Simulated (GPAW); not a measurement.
The system is MoN2.

```
CELL_PARAMETERS angstrom
4.34805 0.00000 0.00000
0.00000 4.34805 0.00000
0.00000 0.00000 2.76746
ATOMIC_POSITIONS crystal
Mo 0.00000 0.00000 0.00000
Mo 0.50000 0.50000 0.00000
N 0.61165 0.88835 0.50000
N 0.38835 0.11165 0.50000
N 0.11165 0.61165 0.50000
N 0.88835 0.38835 0.50000
```

Measurements of this composition are mostly on another form, of space group No. 160.

Base run:

- Program: GPAW 26.7.0
- Functional: PBEsol
- Potentials or basis: PAW data sets generated in the run's folder for this functional
- Cutoff: 800 eV
- Basis: pw
- k mesh: 5 × 5 × 7
- Occupations: fermi-dirac, width 0.05 eV
- Spin: no spin polarisation
- Hubbard terms: Mo d U = 2 eV

Its results: pressure -13.9 GPa; largest force 0.150 eV/Å.

Question: After a change of settings the same cell gave: pressure 9.9 GPa; largest force 0.899 eV/Å. Which change was it?
A. hubbard terms from Mo d U = 2 eV to Mo d U = 8 eV
B. hubbard terms from Mo d U = 2 eV to none
C. k mesh from 5 × 5 × 7 to 6 × 6 × 10; hubbard terms from Mo d U = 2 eV to none
D. hubbard terms from Mo d U = 2 eV to Mo d U = 3 eV

Answer: A.

Caveats: U without spin polarisation on a metal has little footing.

Not every run made on this cell is shown here.
